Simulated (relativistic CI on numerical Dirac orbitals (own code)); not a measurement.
# Er LX (Er⁵⁹⁺): levels and lines

Aim: the low levels of Er⁵⁹⁺, their labels and the strongest lines; runs with one setting changed show what the result hangs on.

Method: Dirac-Coulomb-Breit CI, KLI orbitals optimised for each configuration, model QED (radiative potential, 1s self-energy scaled to tabulated hydrogen-like ionisation energies). Code: relativistic CI on numerical Dirac orbitals (own code) version 2.

## (1) The atom as given

* ion: Er⁵⁹⁺ (Er LX)
* nuclear charge: 68
* electrons: 9
* isotope: A = 166
* first configuration typed: [He] 2s2 2p5

Outer shells as boxes (Hund's rule):

first configuration typed
```
[He] core
2s [↑↓]
2p [↑↓][↑↓][↑ ]
```

## (2) The main run

Settings, as recorded:

```ini
atom Er  Z=68  charge=59  electrons=9
nucleus A=166  rms_radius_fm=5.2516
hamiltonian dirac-coulomb  breit=on  qed=on  c_scale=1
orbitals kli  potential=per-configuration
slater_scale 1
correlation none
mixing on
configurations
  [He] 2s2 2p5
  [He] 2s 2p6
  [He] 2p6 3s
  [He] 2p6 3p
  [He] 2s2 2p4 3s
  [He] 2p6 3d
  [He] 2s2 2p4 3p
  [He] 2s2 2p4 3d
  [He] 2s 2p5 3s
  [He] 2s 2p5 3p
  [He] 2s 2p5 3d
  [He] 2s2 2p4 4s
  [He] 2s2 2p4 4p
  [He] 2s2 2p4 4d
  [He] 2s2 2p4 4f
  [He] 2s2 2p3 3s2
  [He] 2s 2p5 4s
  [He] 2s 2p5 4p
  [He] 2s2 2p3 3s 3p
  [He] 2s 2p5 4d
  [He] 2s2 2p4 5s
  [He] 2s 2p5 4f
  [He] 2s2 2p4 5p
  [He] 2s2 2p3 3s 3d
  [He] 2s2 2p4 5d
  [He] 2s2 2p3 3p2
  [He] 2s2 2p4 5f
  [He] 2s2 2p4 5g
  [He] 2s2 2p3 3p 3d
  [He] 2s 2p4 3s2
  [He] 2s2 2p3 3d2
  [He] 2s 2p4 3s 3p
  [He] 2s 2p4 3s 3d
  [He] 2s 2p4 3p2
  [He] 2s 2p5 5s
  [He] 2s 2p5 5p
end
```

## (3) The first 3 configurations alone

Settings, as recorded:

```ini
atom Er  Z=68  charge=59  electrons=9
nucleus A=166  rms_radius_fm=5.2516
hamiltonian dirac-coulomb  breit=on  qed=on  c_scale=1
orbitals kli  potential=per-configuration
slater_scale 1
correlation none
mixing on
configurations
  [He] 2s2 2p5
  [He] 2s 2p6
  [He] 2p6 3s
end
```

## (4) The first configuration alone

Changes to the settings of step 3:

```diff
@@ -9,4 +9,2 @@
   [He] 2s2 2p5
-  [He] 2s 2p6
-  [He] 2p6 3s
 end
```

(Steps that only read results are left out.)

**Question.** What will these runs give? Wanted: lowest level; first excitation; lowest level of the other parity; fastest E1 line; ionisation energy.

As calculated:

| run | time | mean size of shift, levels followed (cm⁻¹) | lowest level | ionisation energy (eV) |
| --- | --- | --- | --- | --- |
| main run | 1.7 s | 0 | 2p5 2P°3/2 | 13216 |
| the first 3 configurations alone | 0.04 s | 2188 | 2p5 2P°3/2 | - |
| the first configuration alone | 0.019 s | 1394 | 2p5 2P°3/2 | - |

The tabulated theoretical ionisation energy (NIST) is 13217 eV.

| quantity | value |
| --- | --- |
| lowest level | 2p5 2P°3/2 |
| first excitation | 2p5 2P°1/2, 943.78 eV |
| lowest level of the other parity | 2s 2p6 2S1/2, 1366.21 eV |
| levels in the model | 1235 |
| fastest E1 line (by rate) to the lowest level among the lowest 400 of 1235 levels | 0.1610 nm, from 2p4 3d [2p3/2^2 3d5/2] J=5/2 |
| ionisation energy | 13216 eV |
| ionisation energy, tabulated theoretical (NIST) | 13217 eV |

In words: 2p5 2P°3/2 comes out lowest; its LS label holds 100 % and its jj label 100 %; over the low levels the means are 63 and 100 %, so jj coupling describes them better. The ionisation energy agrees with the tabulated theoretical value within its uncertainty of 7 eV. The largest mover is «the first 3 configurations alone» (2188 cm⁻¹ on average). Lifetimes count radiative decay inside the model alone.
